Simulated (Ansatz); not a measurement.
Here is an Ansatz 0.2.0 calculation.

Contents of input.yaml:

```yaml
crystal:
  lattice:
    - [4.865622, 0.0, 0.0]
    - [0.0, 4.865622, 0.0]
    - [0.0, 0.0, 4.865622]
  atoms:
    - { symbol: Te, position: [0.00673, -0.011423, -0.00336] }
    - { symbol: Sn, position: [-0.001098, 0.504185, 0.498896] }
    - { symbol: Sn, position: [0.501566, 0.006404, 0.49978] }
    - { symbol: Sn, position: [0.489928, 0.504689, -0.001203] }
kpoints:
  mp_grid: { grid: [6, 6, 6] }
scf:
  occupations: { method: fermi_dirac, width: 0.05 }
hamiltonian:
  xc: pbesol
  pseudopotentials: { kind: all_electron, lapw: { basis_error: 0.001 } }
output:
  forces: true
  stress: true
  eigenvalues: true
  populations: true
```

Potentials or basis: all-electron LAPW, scalar-relativistic.

The run is started by

```console
$ ansatz run input.yaml --threads 2 --pin off --max-ram 8192MiB --backend cpu --events-out ev --progress --plain --runs-dir out
```

What does it give for the largest force?

0.092 eV/Å.

Estimate the band gap on the k mesh.

none (metal or under the smearing width).

Forces on the atoms (eV/Å):
```
Te  -0.042  0.035  0.009
Sn  -0.040 -0.050 -0.011
Sn   0.068  0.063 -0.007
Sn   0.015 -0.047  0.009
```

Spin-orbit coupling is left out, which matters for the levels of Te.
